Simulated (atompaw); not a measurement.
**A PAW (atompaw) potential for boron, from input to tests**

Task: generate the file, and judge it by its logarithmic derivatives, its ghosts and its cutoff.

Program: atompaw 4.2.0.5. Reference atom: PBEsol, scalar-relativistic, spherical and spin-unpolarised. All values are calculated.

### Step 1. Starting point

The settings as typed:

| Item | Value |
| --- | --- |
| element | boron (B, Z = 5) |
| type | PAW |
| frozen core | [He] |
| valence charge | 3 |
| reference configuration | 2s1.5 2p1.5 |
| partial waves | 2s (bound): rc 2.82 bohr; 2s channel at 3.4 Ry: rc 0.98 bohr; 2p (bound): rc 2.82 bohr; 2p channel at 1.75 Ry: rc 2.82 bohr; 3d channel at 0.35 Ry: rc 2.82 bohr; 3d channel at 2.25 Ry: rc 2.82 bohr |
| local potential | bessel scheme, radius 2.44 bohr |
| core correction | smooth core density matched at 1.88 bohr |
| augmentation charge | sinc compensation charge, radius 2.06 bohr; PAW radius 2.82 bohr; waves and projectors: custom polynom gramschmidtortho |

The nodes and maxima of the atom's own shells, from an earlier all-electron run, set the scale for the radii.

All-electron outer shells of the reference configuration (PBEsol, scalar-relativistic, ld1.x):

```
shell  level (eV)  outermost node (bohr)  outermost maximum (bohr)
   1s     -180.14                      –                      0.21
   2s       -9.62                   0.46                      1.52
   2p       -3.80                      –                      1.57
```

### Step 2. Generating the potential

B.input

```
B 5
GGA-PBESOL scalarrelativistic loggrid 1500 logderivrange -3 5 201
2 2 0 0 0 0
2 0 1.5
2 1 1.5
0 0 0
c
v
v
2
2.82 2.06 2.44 1.88
y
3.4
n
y
1.75
n
y
0.35
y
2.25
n
custom polynom gramschmidtortho sinc
bessel
2.82
0.98
2.82
2.82
2.82
2.82
PWSCFOUT
UPFDX 0.0125d0 UPFXMIN -7.d0 UPFZMESH 5.d0
END
```

Started as:

```bash
$ atompaw < B.input > B.log
```

What does the calculation give? Wanted: cutoffs for 10 and 1 mRy, occupied levels; bound ghosts; largest phase difference near zero energy, channels read; lowest eigenvalue of the overlap; share of valence orbitals outside the PAW sphere; UPF file.

As calculated:

| quantity | value |
| --- | --- |
| cutoffs for 10 and 1 mRy, occupied levels | 6 Ry or less and 10 Ry |
| bound ghosts | none found |
| largest phase difference near zero energy, channels read | 3.111 rad |
| lowest eigenvalue of the overlap (Bessel basis) | 0.905 (p) |
| share of valence orbitals outside the PAW sphere | 2s 15 %, 2p 27 % |
| UPF file | written |

**Reading.** By its cutoff, 6 Ry or less for the looser tolerance, it is soft on the atom at that tolerance. The slowest occupied level is 2p: taken alone it needs 8 Ry to come within 1 mRy, against 6 Ry or less for 2s. It is free of bound ghosts as far as tested. Near zero energy the largest phase difference among the channels read is 3.11 rad, in the s channel. A step near π is an extra or missing state, not a misfit of shape.
